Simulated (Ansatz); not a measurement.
**CH8BGeN: up Jacob's ladder to CCSD(T)**

One table from this session's results is given with a row withheld; the runs are named, their logs left out.

Program: Ansatz 0.2.0, Gaussian basis. Level of theory: functionals in def2-TZVPP, the program's frozen cores in correlated methods. These are calculated values, not measurements.

Plan: LDA (SPW92), PBE-D4, revPBE-D4, BLYP-D4, r2SCAN-D4, B97M-V, PBE0-D4, B3LYP-D4, r2SCANh-D4, r2SCAN0-D4, HSE06-D4, BHLYP-D4, CAM-B3LYP-D4, LC-ωPBE, ωB97X-V, ωB97M-V, B2PLYP, PBE-QIDH; CCSD(T)/def2-SVP; CCSD(T)/def2-TZVPP; MP2/def2-QZVPP; extrapolation to the limit; RPA on PBE.

## The geometry

The geometry comes from an earlier relaxation with PBE0-D4 in a triple-zeta def2 set; it is a stationary point, not always the lowest conformer.

SMILES `BC[NH][GeH3]`, 12 atoms, charge 0, spin multiplicity 1.

Atoms are counted from 1 here; the program's logs count them from 0.

Bond lengths: B1–C2 1.501 Å, B1–H5 1.195 Å, B1–H6 1.199 Å, C2–N3 1.401 Å, C2–H7 1.091 Å, C2–H8 1.216 Å, N3–Ge4 1.842 Å, N3–H9 1.009 Å, Ge4–H10 1.534 Å, Ge4–H11 1.545 Å, Ge4–H12 1.536 Å. Angles: C2–B1–H5 118.5°, C2–B1–H6 119.3°, H5–B1–H6 121.7°, B1–C2–N3 126.0°, B1–C2–H7 119.1°, B1–C2–H8 67.8°, N3–C2–H7 113.1°, N3–C2–H8 114.5°, H7–C2–H8 101.8°, C2–N3–Ge4 122.2°, C2–N3–H9 113.5°, Ge4–N3–H9 116.8°, N3–Ge4–H10 106.9°, N3–Ge4–H11 112.0°, N3–Ge4–H12 106.6°, H10–Ge4–H11 110.2°, H10–Ge4–H12 111.9°, H11–Ge4–H12 109.1°.

Geometry (Å):

```xyz
12

B    -1.9783    0.5540    0.7024
C    -0.7000    0.5010   -0.0834
N     0.5757    0.2403    0.4348
Ge    1.8947   -0.5675   -0.5646
H    -2.9748    0.9094    0.1471
H    -2.0003    0.1171    1.8189
H    -0.6748    0.9324   -1.0850
H    -1.3866   -0.4880   -0.2552
H     0.5758    0.0518    1.4258
H     3.1791   -0.5245    0.2733
H     1.5393   -2.0286   -0.9206
H     2.0269    0.2476   -1.8595
```

Set-up of the first run:

File in.yaml:

```yaml
crystal:
  periodic: [false, false, false]
  atoms:
    - {symbol: B, position_ang: [-1.978269, 0.554034, 0.702401]}
    - {symbol: C, position_ang: [-0.700041, 0.500961, -0.083386]}
    - {symbol: N, position_ang: [0.575664, 0.240341, 0.434781]}
    - {symbol: Ge, position_ang: [1.894735, -0.567521, -0.564563]}
    - {symbol: H, position_ang: [-2.974837, 0.909396, 0.147057]}
    - {symbol: H, position_ang: [-2.000258, 0.117112, 1.818936]}
    - {symbol: H, position_ang: [-0.674792, 0.932386, -1.084970]}
    - {symbol: H, position_ang: [-1.386556, -0.488034, -0.255212]}
    - {symbol: H, position_ang: [0.575821, 0.051788, 1.425837]}
    - {symbol: H, position_ang: [3.179132, -0.524540, 0.273339]}
    - {symbol: H, position_ang: [1.539290, -2.028601, -0.920589]}
    - {symbol: H, position_ang: [2.026912, 0.247582, -1.859531]}
basis:
  gaussian: {orbitals: def2-TZVPP}
hamiltonian: {xc: lda}
output: {orbitals: {seedname: orbitals}}
```

Among the steps run: LDA; PBE-D4 (GGA); revPBE-D4 (GGA); BLYP-D4 (GGA); r2SCAN-D4 (meta-GGA); B97M-V (meta-GGA); PBE0-D4 (hybrid); B3LYP-D4 (hybrid); r2SCANh-D4 (hybrid); r2SCAN0-D4 (hybrid); HSE06-D4 (hybrid); BHLYP-D4 (hybrid); CAM-B3LYP-D4 (range-separated); LC-ωPBE (range-separated); ωB97X-V (range-separated); ωB97M-V (range-separated); B2PLYP (double hybrid); PBE-QIDH (double hybrid).

One of the session's tables, all rows but one given; the rest of the session is left out.

It belongs to the step «Frontier levels by functional». 

| functional | HOMO (eV) | gap (eV) |
| --- | --- | --- |
| LDA (SPW92) | -5.85 | 4.50 |
| PBE-D4 | -5.72 | 4.62 |
| revPBE-D4 | -5.67 | 4.67 |
| BLYP-D4 | -5.59 | 4.63 |
| r2SCAN-D4 | -5.94 | 5.21 |
| B97M-V | -6.09 | 5.25 |
| PBE0-D4 | -6.93 | 6.77 |
| B3LYP-D4 | -6.72 | 6.34 |
| r2SCANh-D4 | -6.40 | 6.00 |
| r2SCAN0-D4 | -7.10 | 7.17 |
| HSE06-D4 | -6.54 | 6.00 |
| BHLYP-D4 | -8.07 | 8.87 |
| CAM-B3LYP-D4 | -8.25 | 9.12 |
| LC-ωPBE | ? | ? |
| ωB97X-V | -9.24 | 11.16 |
| ωB97M-V | -9.16 | 10.80 |

Estimate the missing values for LC-ωPBE.

The run gave: HOMO (eV): -9.56; gap (eV): 11.57. In the column «HOMO (eV)» it is the lowest.
